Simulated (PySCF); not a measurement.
**How the numerical set-up moves the result for RbF⁻**

Aim: see how much the energy and properties of RbF⁻ depend on the numerical set-up.

Computed with PySCF 2.14.0. Level: method and basis as typed in the scripts.

2 further runs of the same task are left out: 1 for a known fault of the program, 1 that didn't finish.

## 1. The starting structure

RbF⁻: 2 atoms, charge -1, spin multiplicity 2.

Bond lengths: Rb1–F2 2.452 Å.

## 2. The run that the others are compared with

input.py

```python
from pyscf import gto, scf, tdscf

mol = gto.M(
    atom='Rb 0 0 0; F 0 0 2.452',
    basis='crenbl',
    ecp={'Rb': 'crenbl', 'F': 'crenbl'},
    charge=-1,
    spin=1,
    verbose=3,
)
mf = scf.UHF(mol)
mf.kernel()
td = tdscf.TDA(mf)
td.nstates = 3
td.kernel()
td.analyze(verbose=3)
mf.dip_moment()
print('orbital energies (hartree):', [e[max(0, n-3):n+3].round(4) for e, n in zip(mf.mo_energy, mol.nelec)])
```

Command:

```
OMP_NUM_THREADS=1 python input.py
```

Its log is not repeated here.

It gives: E(SCF) = -47.708284 Eh, ⟨S²⟩ = 0.750, excitations 0.93, 0.93, 1.59 eV.

The bond length is a typed value, not an optimised one. The dipole of an ion depends on the origin.

## 3. Def2-svpd

Run 1 changes basis set: crenbl → def2-svpd. The core potential changes with it: totals don't compare.

input.py

```python
from pyscf import gto, scf, tdscf

mol = gto.M(
    atom='Rb 0 0 0; F 0 0 2.452',
    basis='def2-svpd',
    ecp={'Rb': 'def2-svpd'},
    charge=-1,
    spin=1,
    verbose=3,
)
mf = scf.UHF(mol)
mf.kernel()
td = tdscf.TDA(mf)
td.nstates = 3
td.kernel()
td.analyze(verbose=3)
mf.dip_moment()
print('orbital energies (hartree):', [e[max(0, n-3):n+3].round(4) for e, n in zip(mf.mo_energy, mol.nelec)])
```

Command:

```
OMP_NUM_THREADS=1 python input.py
```

## 4. Def2-svp

Run 2 changes basis set: crenbl → def2-svp. The core potential changes with it: totals don't compare.

Changes to input.py since step 2:

```diff
@@ -4,4 +4,4 @@
     atom='Rb 0 0 0; F 0 0 2.452',
-    basis='crenbl',
-    ecp={'Rb': 'crenbl', 'F': 'crenbl'},
+    basis='def2-svp',
+    ecp={'Rb': 'def2-svp'},
     charge=-1,
```

## 5. Lanl2dz

Run 3 changes basis set: crenbl → lanl2dz. The core potential changes with it: totals don't compare.

Changes to input.py since step 2:

```diff
@@ -4,4 +4,4 @@
     atom='Rb 0 0 0; F 0 0 2.452',
-    basis='crenbl',
-    ecp={'Rb': 'crenbl', 'F': 'crenbl'},
+    basis='lanl2dz',
+    ecp={'Rb': 'lanl2dz'},
     charge=-1,
```

## 6. Sto-3g (core potential off)

Run 4 changes basis set: crenbl → sto-3g; core potential: on → off. The core potential changes with it: totals don't compare.

Changes to input.py since step 2:

```diff
@@ -4,4 +4,3 @@
     atom='Rb 0 0 0; F 0 0 2.452',
-    basis='crenbl',
-    ecp={'Rb': 'crenbl', 'F': 'crenbl'},
+    basis='sto-3g',
     charge=-1,
@@ -15,3 +14,3 @@
 td.kernel()
-td.analyze(verbose=3)
+td.analyze()
 mf.dip_moment()
```

Q: Predict the outcome of this session. Wanted: for each run, E(SCF); from base; gap, α spin; after the SCF.

As calculated:

| run | E(SCF) (hartree) | from base (eV) | gap, α spin (eV) | functions | after the SCF |
| --- | --- | --- | --- | --- | --- |
| base | -47.708284 | 0 | n/a | 36 | lowest root found 0.93 eV |
| def2-svpd | -123.214896 | not comparable | n/a | 50 | lowest root found 0.47 eV |
| def2-svp | -123.188546 | not comparable | n/a | 38 | lowest root found 0.96 eV |
| lanl2dz | -123.064642 | not comparable | n/a | 21 | lowest root found 0.75 eV |
| sto-3g (core potential off) | -3005.319481 | not comparable | 13.83 | 27 | lowest root found 3.86 eV |

In words: Total energies from different bases, Hamiltonians or methods carry different errors, so properties are taken as differences within one set-up.
